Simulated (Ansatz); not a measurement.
This script makes vertical spin-state energies of Cl3Sc, SMILES [Cl][Sc]([Cl])[Cl] with Ansatz 0.2.0 through its Python package.

`spin_cl3sc.py`
```python
import ansatz as az

BASIS_SET = "6-31G"
XC = "b3lyp"

GEOMETRY = """
Cl    0.83820    0.68560    2.17350
Sc   -0.75570   -0.22510   -0.21510
Cl    0.80880   -2.51670   -0.52070
Cl   -0.83570    1.99590   -1.45800
"""

molecule = az.Crystal.molecule()
for line in GEOMETRY.strip().splitlines():
    symbol, *xyz = line.split()
    molecule = molecule.atom(symbol, [float(v) for v in xyz])

calc = molecule.calculation()
calc = calc.basis(gaussian=BASIS_SET)
calc = calc.functional(XC)
found = {}
for unpaired in [0, 2]:
    data = calc.spin("collinear", total=unpaired).run(threads=1, backend="cpu").report
    s = unpaired / 2
    found[unpaired] = data["free_energy_ev"]
    print(f"2S+1 = {unpaired + 1}: E = {found[unpaired]:.5f} eV, <S^2> = {abs(data['mean_field']['state']['spin_squared']):.3f} (pure state {s * (s + 1):.2f})")
lowest = min(found, key=found.get)
for unpaired, e in found.items():
    print(f"multiplicity {unpaired + 1}: {23.060548 * (e - found[lowest]):.1f} kcal/mol above the lowest")
```

Which spin state is lowest at this geometry, and how far above lie the others?

In order: multiplicity 1 (+0.00 eV) and multiplicity 3 (+1.54 eV), all at the one geometry.

The output:

Output of `python spin_cl3sc.py`:
```text
2S+1 = 1: E = -58269.37828 eV, <S^2> = 0.000 (pure state 0.00)
2S+1 = 3: E = -58267.84116 eV, <S^2> = 2.003 (pure state 2.00)
multiplicity 1: 0.0 kcal/mol above the lowest
multiplicity 3: 35.4 kcal/mol above the lowest
```

What to keep in mind:
- These settings explore the input space; basis and method may be short of convergence.
- The geometry is a force-field or estimated start, not a minimum of this method, and the basis set is short of its limit. All parts are taken at fixed geometry, without zero-point energy.
- b3lyp holds the VWN-RPA fit, as in Gaussian; the form of ORCA and Turbomole is b3lyp5.
- The whole script took 36 s on 1 thread of Arm Neoverse V2, on a shared host, peak memory 0.35 GiB.

(Lines on the test bed's own set-up are left out of the output.)
